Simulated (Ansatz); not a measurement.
**C2H5Cl3Ge: how energies converge with the basis set**

Aim: see how fast density functionals converge with the basis set for C2H5Cl3Ge.

Computed with Ansatz 0.2.0, Gaussian basis. Level: one geometry, several basis sets.

Levels to be run: PBE0-D4/def2-SVP; ωB97M-V/def2-SVP; PBE0-D4/def2-QZVPP; ωB97M-V/def2-QZVPP; the functionals' def2-TZVPP values are taken from earlier runs.

### Step 1. The relaxed structure

The geometry comes from an earlier relaxation with PBE0-D4 in a triple-zeta def2 set; it is a stationary point, not always the lowest conformer.

11 atoms, charge 0, spin multiplicity 1.

Atoms are counted from 1 here; the program's logs count them from 0.

Bond lengths: C1–C2 1.520 Å, C1–H7 1.092 Å, C1–H8 1.092 Å, C1–H9 1.092 Å, C2–Ge3 1.938 Å, C2–H10 1.093 Å, C2–H11 1.093 Å, Ge3–Cl4 2.139 Å, Ge3–Cl5 2.136 Å, Ge3–Cl6 2.139 Å. Angles: C2–C1–H7 110.3°, C2–C1–H8 111.5°, C2–C1–H9 111.5°, H7–C1–H8 107.8°, H7–C1–H9 107.8°, H8–C1–H9 107.9°, C1–C2–Ge3 112.7°, C1–C2–H10 112.1°, C1–C2–H11 112.1°, Ge3–C2–H10 106.0°, Ge3–C2–H11 106.0°, H10–C2–H11 107.5°, C2–Ge3–Cl4 111.2°, C2–Ge3–Cl5 111.8°, C2–Ge3–Cl6 111.2°, Cl4–Ge3–Cl5 107.6°, Cl4–Ge3–Cl6 107.2°, Cl5–Ge3–Cl6 107.6°.

### Step 2. PBE0-D4 in def2-SVP

in.yaml reads:

```yaml
crystal:
  periodic: [false, false, false]
  atoms:
    - {symbol: C, position_ang: [0.109431, -1.115502, 0.993101]}
    - {symbol: C, position_ang: [0.620891, -0.426375, -0.261601]}
    - {symbol: Ge, position_ang: [-0.397402, 1.159796, -0.711444]}
    - {symbol: Cl, position_ang: [-2.457295, 0.689335, -1.046439]}
    - {symbol: Cl, position_ang: [0.344600, 2.104405, -2.478193]}
    - {symbol: Cl, position_ang: [-0.325891, 2.599012, 0.869853]}
    - {symbol: H, position_ang: [0.710974, -2.000540, 1.211518]}
    - {symbol: H, position_ang: [-0.927307, -1.437469, 0.877940]}
    - {symbol: H, position_ang: [0.160942, -0.455338, 1.861044]}
    - {symbol: H, position_ang: [0.568356, -1.076512, -1.138447]}
    - {symbol: H, position_ang: [1.657900, -0.097811, -0.156631]}
basis:
  gaussian: {orbitals: def2-SVP}
hamiltonian: {xc: pbe0, dispersion: d4}
output: {orbitals: {seedname: orbitals}}
```

On the command line:

```console
$ ansatz run in.yaml --threads 4 --pin off --events-out ev --progress --plain --max-ram 11315MiB
```

The runs that follow: ωB97M-V in def2-SVP; PBE0-D4 in def2-QZVPP; ωB97M-V in def2-QZVPP.

Q: Predict the results of all the runs planned. Wanted: PBE0-D4: double and triple zeta above quadruple; ωB97M-V: double and triple zeta above quadruple.

The runs gave:

| quantity | value |
| --- | --- |
| PBE0-D4: double and triple zeta above quadruple | 24.90, 2.43 eV |
| ωB97M-V: double and triple zeta above quadruple | 24.78, 2.34 eV |

PBE0-D4 gains 22.47 eV from double to triple zeta, then 2.43 eV more. These are total energies; as a rule much of such shifts cancels in differences, which this series doesn't test. The LUMO of ωB97M-V is positive and keeps falling with the basis (1.44 to 0.82 eV): an unbound level that the basis holds in place.
